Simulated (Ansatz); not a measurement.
Geometry optimisation, DFT PBE, scalar-relativistic, plane waves, PAW in Ansatz 0.2.0.

Input:

```yaml
crystal:
  lattice:
    - [6.3, 0.0, 0.0]
    - [0.0, 6.3, 0.0]
    - [0.0, 0.0, 6.3]
  atoms:
    - { symbol: Mo, position: [0.0, 0.0, 0.0] }
    - { symbol: Mo, position: [0.5, 0.0, 0.0] }
    - { symbol: Mo, position: [0.0, 0.5, 0.0] }
    - { symbol: Mo, position: [0.0, 0.0, 0.5] }
    - { symbol: Mo, position: [0.25, 0.25, 0.25] }
    - { symbol: Mo, position: [0.5, 0.5, 0.0] }
    - { symbol: Mo, position: [0.5, 0.0, 0.5] }
    - { symbol: Mo, position: [0.75, 0.25, 0.25] }
    - { symbol: Mo, position: [0.0, 0.5, 0.5] }
    - { symbol: Mo, position: [0.25, 0.75, 0.25] }
    - { symbol: Mo, position: [0.25, 0.25, 0.75] }
    - { symbol: Mo, position: [0.5, 0.5, 0.5] }
    - { symbol: Mo, position: [0.75, 0.75, 0.25] }
    - { symbol: Mo, position: [0.75, 0.25, 0.75] }
    - { symbol: Mo, position: [0.25, 0.75, 0.75] }
    - { symbol: Mo, position: [0.75, 0.75, 0.75] }
    - { symbol: H, position: [0.1300795, 0.2638441, -0.0053484] }
basis:
  ecutwfc: 420.0
kpoints:
  mp_grid: { grid: [3, 3, 3] }
hamiltonian:
  xc: pbe
scf:
  occupations: { method: gaussian, width: 0.1 }
  lower_state_search: "off"
relax:
  f_tol: 0.03
  max_steps: 60
  adjacent_minimum: "off"
```

Command:

```bash
$ ansatz run input.yaml --threads 4 --pin off --max-ram 10240MiB --backend cpu --events-out ev --progress --plain --runs-dir out
```

Problem. Where does it end, and by what steps?

Solution. The forces met the threshold. The force dipped under the threshold on the way, but the program's further checks kept it going. Limits of this set-up: coarse k mesh, odd electron count without spin, a small cell, in which the defect meets its images. After 4 steps the energy has fallen by 0.306 eV; H17 moved furthest, 0.09 Å.

```json
{"step": "0", "energy less start (eV)": "0.0000", "largest force component (eV/Å)": "2.034", "accepted": "yes"}
{"step": "1", "energy less start (eV)": "-0.1224", "largest force component (eV/Å)": "1.098", "accepted": "yes"}
{"step": "2", "energy less start (eV)": "-0.2981", "largest force component (eV/Å)": "0.194", "accepted": "yes"}
{"step": "3", "energy less start (eV)": "-0.3059", "largest force component (eV/Å)": "0.027", "accepted": "yes"}
{"step": "4", "energy less start (eV)": "-0.3059", "largest force component (eV/Å)": "0.027", "accepted": "yes"}
```

```xyz
17
Lattice="6.3000 0.0000 0.0000 0.0000 6.3000 0.0000 0.0000 0.0000 6.3000" Properties=species:S:1:pos:R:3
Mo -0.037 -0.056 -0.002
Mo 3.155 -0.003 -0.002
Mo -0.037 3.217 -0.002
Mo 0.001 -0.001 3.148
Mo 1.615 1.580 1.635
Mo 3.155 3.163 -0.002
Mo 3.169 -0.007 3.148
Mo 4.724 1.580 1.581
Mo 0.001 3.161 3.148
Mo 1.577 4.730 1.579
Mo 1.615 1.580 4.661
Mo 3.169 3.167 3.148
Mo 4.710 4.730 1.585
Mo 4.724 1.580 4.715
Mo 1.577 4.730 4.717
Mo 4.710 4.730 4.711
H 0.790 1.581 -0.002
```

Whether the end is a true minimum wasn't checked by a vibrational analysis.

Run time: 32 s on 4 threads of Intel(R) Xeon(R) Platinum 8488C (Sapphire Rapids), on a shared host, peak memory 1.1 GiB.
